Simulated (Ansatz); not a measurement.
## MoPt3 under changes of volume

One of the cells (15.666 Å³/atom); the others are scaled copies at fixed shape and fractional positions:

```
CELL_PARAMETERS angstrom
1.40012 0.80836 9.22750
-1.40012 0.80836 9.22750
0.00000 -1.61672 9.22750
ATOMIC_POSITIONS crystal
Pt 0.25326 0.25326 0.25326
Pt 0.50000 0.50000 0.50000
Pt 0.74674 0.74674 0.74674
Mo 0.00000 0.00000 0.00000
```

The cell comes from a database or a generator and needn't be the stable form of this composition.

```yaml
Program: Ansatz 0.2.0
Functional: PBEsol
Potentials_or_basis: all-electron LAPW, scalar-relativistic
Cutoff: 264 eV (chosen from the basis error)
Basis_error_allowed: 0.001 eV/atom
k_mesh: 11 × 11 × 11
Occupations: fermi-dirac, width 0.05 eV
Spin: no spin polarisation
```

```csv
volume (Å³/atom),energy over the lowest point (meV/atom),pressure (GPa),largest force (eV/Å)
14.726,5.62,6.2,0.308
15.039,0.00,-0.2,0.200
15.352,?,?,?
15.666,22.72,-10.8,0.002
15.979,48.41,-15.2,0.088
16.292,82.13,-19.1,0.172
16.606,122.92,-22.4,0.253
```

Problem. What does the run at 15.352 Å³/atom give?

Solution. Energy over the lowest point 6.17 meV/atom; pressure -5.9 GPa; largest force 0.099 eV/Å.

Worked out: A Birch-Murnaghan fit of order 3 (a polynomial in V^(-2/3)) to the other rows has its minimum at 15.03 Å³/atom with B0 = V·E''(V) = 291 GPa and B' = 5.2 at fixed shape and positions, which overstates the stiffness. It gives 6.14 meV/atom at 15.352 Å³/atom, against the run's 6.17, and -dE/dV = -5.9 GPa, against -5.9.

Energies are extrapolated to zero smearing.
